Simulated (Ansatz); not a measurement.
# C3H8Si: basis-set convergence

One table from this session's results is given with a row withheld; the runs are named, their logs left out.

The runs use Ansatz 0.2.0, Gaussian basis; one geometry, several basis sets.

The runs, in order: PBE0-D4/def2-SVP; ωB97M-V/def2-SVP; PBE0-D4/def2-QZVPP; ωB97M-V/def2-QZVPP; the functionals' def2-TZVPP values are taken from earlier runs.

### The geometry

The geometry comes from an earlier relaxation with PBE0-D4 in a triple-zeta def2 set; it is a stationary point, not always the lowest conformer.

SMILES `C=C(C)[SiH3]`, 12 atoms, charge 0, spin multiplicity 1.

Atoms are counted from 1 here; the program's logs count them from 0.

Bond lengths: C1–C2 1.332 Å, C1–H5 1.085 Å, C1–H6 1.089 Å, C2–C3 1.499 Å, C2–Si4 1.869 Å, C3–H7 1.095 Å, C3–H8 1.093 Å, C3–H9 1.095 Å, Si4–H10 1.490 Å, Si4–H11 1.486 Å, Si4–H12 1.490 Å. Angles: C2–C1–H5 122.1°, C2–C1–H6 121.5°, H5–C1–H6 116.4°, C1–C2–C3 122.0°, C1–C2–Si4 119.6°, C3–C2–Si4 118.5°, C2–C3–H7 111.1°, C2–C3–H8 111.6°, C2–C3–H9 111.1°, H7–C3–H8 108.2°, H7–C3–H9 106.5°, H8–C3–H9 108.2°, C2–Si4–H10 110.4°, C2–Si4–H11 109.9°, C2–Si4–H12 110.5°, H10–Si4–H11 109.4°, H10–Si4–H12 107.2°, H11–Si4–H12 109.4°.

The first run:

Contents of in.yaml:

```yaml
crystal:
  periodic: [false, false, false]
  atoms:
    - {symbol: C, position_ang: [0.362915, 1.534458, 0.272382]}
    - {symbol: C, position_ang: [-0.017206, 0.265250, 0.134797]}
    - {symbol: C, position_ang: [-1.112219, -0.330413, 0.967713]}
    - {symbol: Si, position_ang: [0.829192, -0.818793, -1.130295]}
    - {symbol: H, position_ang: [1.155367, 1.967802, -0.329093]}
    - {symbol: H, position_ang: [-0.108693, 2.194013, 0.998680]}
    - {symbol: H, position_ang: [-1.923645, -0.710253, 0.338698]}
    - {symbol: H, position_ang: [-1.532425, 0.401564, 1.661878]}
    - {symbol: H, position_ang: [-0.745628, -1.182390, 1.549297]}
    - {symbol: H, position_ang: [1.439909, -2.007209, -0.471933]}
    - {symbol: H, position_ang: [1.885962, -0.044960, -1.832048]}
    - {symbol: H, position_ang: [-0.156530, -1.324269, -2.126075]}
basis:
  gaussian: {orbitals: def2-SVP}
hamiltonian: {xc: pbe0, dispersion: d4}
output: {orbitals: {seedname: orbitals}}
```

On the command line:

```sh
$ ansatz run in.yaml --threads 2 --pin off --events-out ev --progress --plain --max-ram 4352MiB
```

Among the steps run: PBE0-D4 in def2-SVP; ωB97M-V in def2-SVP; PBE0-D4 in def2-QZVPP; ωB97M-V in def2-QZVPP.

One of the session's tables, all rows but one given; the rest of the session is left out.

It belongs to the step «Density functionals: the series». 

```
functional       basis  HOMO (eV)  LUMO (eV)
   PBE0-D4    def2-SVP      -7.56      -0.04
   PBE0-D4  def2-TZVPP      -7.60      -0.23
   PBE0-D4  def2-QZVPP      -7.61      -0.29
   ωB97M-V    def2-SVP          ?          ?
   ωB97M-V  def2-TZVPP      -9.83       1.87
   ωB97M-V  def2-QZVPP      -9.83       1.72
```

Estimate the missing values for ωB97M-V, def2-SVP.

The run gave: HOMO (eV): -9.76; LUMO (eV): 2.13. In the column «HOMO (eV)» it lies between ωB97M-V, def2-QZVPP (-9.83) and PBE0-D4, def2-QZVPP (-7.61).
